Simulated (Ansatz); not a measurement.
# Hf3TiN4: the cost of one run

Computed with Ansatz 0.2.0 (DFT PBE, scalar-relativistic, plane waves, PAW, unless a step's input says otherwise).

1 further run of the same task is left out (set aside as unsound or not needed).

## Step 1: Starting point

The structure is cubic, space group Pm-3m (No. 221). The conventional cell has a = 4.490 Å, b = 4.490 Å, c = 4.490 Å, α = 90.00°, β = 90.00°, γ = 90.00°. Around Hf (site symmetry 4/mmm) lie 6 N at 2.25 Å. Around Ti (site symmetry m-3m) lie 6 N at 2.25 Å. Around N (site symmetry 4/mmm) lie 4 Hf at 2.25 Å and 2 Ti at 2.25 Å. Around N (site symmetry m-3m) lie 6 Hf at 2.25 Å.

Coordinates:

```
CELL_PARAMETERS angstrom
4.49046 0.00000 0.00000
0.00000 4.49046 0.00000
0.00000 0.00000 4.49046
ATOMIC_POSITIONS crystal
Hf 0.50000 0.00000 0.00000
Hf 0.00000 0.00000 0.50000
Hf 0.00000 0.50000 0.00000
Ti 0.50000 0.50000 0.50000
N 0.00000 0.50000 0.50000
N 0.50000 0.50000 0.00000
N 0.00000 0.00000 0.00000
N 0.50000 0.00000 0.50000
```

The cell was relaxed beforehand at this level, from a generated guess; it is a trial structure. At a tolerance of 0.05 Å it has space group Pm-3m (No. 221); it has 11.32 Å³/atom, an uncorrected energy of -1.65 eV/atom over the elements.

## Step 2: Electronic structure at the relaxed geometry

Contents of input.yaml:

```yaml
crystal:
  lattice:
    - [4.4904644, 0.0, 0.0]
    - [0.0, 4.4904644, 0.0]
    - [0.0, 0.0, 4.4904644]
  atoms:
    - { symbol: Hf, position: [0.5, 0.0, 0.0] }
    - { symbol: Hf, position: [0.0, 0.0, 0.5] }
    - { symbol: Hf, position: [0.0, 0.5, 0.0] }
    - { symbol: Ti, position: [0.5, 0.5, 0.5] }
    - { symbol: "N", position: [0.0, 0.5, 0.5] }
    - { symbol: "N", position: [0.5, 0.5, 0.0] }
    - { symbol: "N", position: [0.0, 0.0, 0.0] }
    - { symbol: "N", position: [0.5, 0.0, 0.5] }
basis:
  ecutwfc: 420
kpoints:
  mp_grid: { grid: [8, 8, 8] }
  band_path:
    path:
      - [[0.0, 0.0, 0.0], [0.0, 0.5, 0.0], [0.5, 0.5, 0.0], [0.0, 0.0, 0.0], [0.5, 0.5, 0.5], [0.0, 0.5, 0.0]]
      - [[0.5, 0.5, 0.5], [0.5, 0.5, 0.0]]
    npoints: 14
hamiltonian:
  xc: pbe
scf:
  occupations: { method: gaussian, width: 0.1 }
  n_extra_bands: 20
output:
  forces: true
  stress: true
  eigenvalues: true
  populations: true
  dos: { projected: true, de: 0.02, nscf_kmesh: { grid: [10, 10, 10] } }
  bader: true
  write_density: true
  write_potential: true
  elf: true
  volumetric_format: npy
```

On the command line:

```bash
$ ansatz run input.yaml --threads 4 --pin off --max-ram 8192MiB --backend cpu --events-out ev --progress --plain --runs-dir out
```

Q: Estimate wall time and peak memory on 4 threads of Arm Neoverse V1, shared host.

About 28 s, with a peak of 0.7 GiB.
